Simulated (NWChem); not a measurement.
# doublet [BBrCl2]+ at 4 levels

Aim: a comparison of 4 runs (UHF/STO-3G, UHF/3-21G, UB3LYP/6-31G*) of doublet [BBrCl2]+. 

The calculation is run with NWChem 7.3.0.

69 further runs of the same task are left out: 69 set aside as unsound or not needed.

## 1. The molecule

[BBrCl2]+ has 4 atoms, charge +1, and is taken as a doublet. SMILES of the parent species: `ClB(Cl)Br`. The shape is that of a PBE0-D4/def2-TZVP optimisation. That shape belongs to the parent species and isn't relaxed for this state.

Bond lengths: Cl1–B2 1.735 Å, B2–Cl3 1.735 Å, B2–Br4 1.901 Å. Angles: Cl1–B2–Cl3 120.1°, Cl1–B2–Br4 119.9°, Cl3–B2–Br4 119.9°.

## 2. The energy at UHF/STO-3G (run 1)

Input file geom.nw:

```
start geom
memory stack 880 mb heap 220 mb global 1100 mb
charge 1

geometry noautosym nocenter noautoz
 Cl    0.582100    0.666000    1.510800
 B     0.037200   -0.038100    0.022100
 Cl    0.444300   -1.679200   -0.365600
 Br   -1.008100    0.991100   -1.187600
end

basis spherical bse
 * library STO-3G
end

scf
 doublet
 uhf
 thresh 1e-08
 maxiter 80
end

task scf energy
```

Launch:

```
$ nwchem geom.nw > geom.out
```

The program printed:

```text
[...]
  functions       =    41
[...]
  wavefunction    = UHF
[...]
         Total SCF energy =  -3477.986913082648
      One electron energy =  -5528.057279573455
      Two electron energy =   1698.661111917726
 Nuclear repulsion energy =    351.409254573081
                       Sz =      0.5000
                 Sz(Sz+1) =      0.7500
                      S^2 =      0.7525
[...]
```

It took 4.8 s on 1 thread of AMD EPYC 9R45 (Zen 5), shared host; peak memory 0.1 GiB.

## 3. A single-point energy at UHF/3-21G (run 2)

Input file bbrcl2.nw:

```
start bbrcl2
title "BBrCl2 energy"
memory 2200 mb
charge 1

geometry noautosym nocenter noautoz
  Cl       0.582100       0.666000       1.510800
  B        0.037200      -0.038100       0.022100
  Cl       0.444300      -1.679200      -0.365600
  Br      -1.008100       0.991100      -1.187600
end

basis spherical bse
  * library 3-21G
end

scf
  nopen 1
  uhf
  thresh 1e-08
  maxiter 80
  noprint "final vectors analysis"
end

task scf energy
```

Launch:

```
$ nwchem bbrcl2.nw > bbrcl2.out
```

The program printed:

```text
[...]
  functions       =    57
[...]
  wavefunction    = UHF
[...]
         Total SCF energy =  -3498.880597221905
      One electron energy =  -5548.237634244025
      Two electron energy =   1697.947782449038
 Nuclear repulsion energy =    351.409254573081
                       Sz =      0.5000
                 Sz(Sz+1) =      0.7500
                      S^2 =      0.7532
[...]
```

It took 7.5 s on 1 thread of AMD EPYC 9R45 (Zen 5), shared host; peak memory 0.1 GiB.

Run 3 isn't shown in full; the table further down has it.

## 4. A single-point energy at UB3LYP/6-31G(d) (Cartesian functions) (run 4)

Input file struct.nw:

```
start struct
title "BBrCl2 B3LYP"
memory total 2200 mb
charge 1

geometry units angstrom noautosym nocenter noautoz
   Cl       0.582100       0.666000       1.510800
   B        0.037200      -0.038100       0.022100
   Cl       0.444300      -1.679200      -0.365600
   Br      -1.008100       0.991100      -1.187600
end

basis "ao basis"
   Cl library 6-31G*
   B library 6-31G*
   Br library 6-31G*
end

dft
   xc b3lyp
   mult 2
   grid xfine
   convergence energy 1e-08
   iterations 100
   mulliken
end

task dft
```

Launch:

```
$ nwchem struct.nw > struct.out
```

The program printed:

```text
[...]
          Wavefunction type:  spin polarized.
          No. of atoms     :     4
          No. of electrons :    73
[...]
          Charge           :     1
          Spin multiplicity:     2
[...]
          AO basis - number of functions:    88
[...]
              XC Information
              --------------
                         B3LYP Method XC Potential
                     Hartree-Fock (Exact) Exchange  0.200
                        Slater Exchange Functional  0.800 local
                    Becke 1988 Exchange Functional  0.720 non-local
              Lee-Yang-Parr Correlation Functional  0.810
                  VWN I RPA Correlation Functional  0.190 local
[...]
 d= 0,ls=0.0,diis     1  -3518.5679311816 -3.87D+03  1.66D-02  2.15D+00     2.3
[...]
 d= 0,ls=0.0,diis    15  -3518.8447425768 -3.16D-09  6.56D-08  1.08D-11    27.5
[...]
         Total DFT energy =    -3518.844742576786
      One electron energy =    -5567.105596789687
           Coulomb energy =     1848.407865526860
    Exchange-Corr. energy =     -151.556265887039
 Nuclear repulsion energy =      351.409254573081
[...]
      Total Density - Mulliken Population Analysis
     ---------------------------------------------
    Atom       Charge   Shell Charges
 -----------   ------   -------------------------------------------------------
    1 Cl  17    16.74   2.00  1.99  5.97  1.50  3.58  0.50  1.22 -0.02
    2 B    5     4.97   1.99  0.59  1.40  0.34  0.53  0.12
    3 Cl  17    16.74   2.00  1.99  5.97  1.50  3.58  0.50  1.22 -0.02
    4 Br  35    34.55   2.00  1.99  6.00  1.93  5.99  1.69  3.71  0.29  0.87  7.02  2.95  0.12
[...]
      <S2> =      0.7527 (Exact =     0.7500)
[...]
```

Wall time 28 s (1 thread of AMD EPYC 9R45 (Zen 5), shared host); peak memory 0.13 GiB.

## 5. Overview of the runs

```tsv
run	level	iteration cap	module	energy (Eh)	HOMO energy (eV)	LUMO energy (eV)	⟨S²⟩	wall time
1	UHF/STO-3G	80	scf	-3477.986913	-17.24	-8.26	0.752	4.8 s
2	UHF/3-21G	80	scf	-3498.880597	–	–	0.753	7.5 s
3	UB3LYP/6-31G* (spherical functions)	100	dft	-3518.829134	-15.10	-13.22	0.753	25 s
4	UB3LYP/6-31G* (Cartesian functions)	100	dft	-3518.844743	-15.09	-13.21	0.753	28 s
```

## 6. Summary of results

```
                                 quantity           value
                      run 4: total energy  -3518.84474 Eh
run 4: HOMO energy (highest over α and β)       -15.09 eV
 run 4: LUMO energy (lowest over α and β)       -13.21 eV
                              run 4: ⟨S²⟩           0.753
```

**Reading.** In run 1 the basis is minimal, so the values are rough. All runs together took 65 s, the longest 28 s.
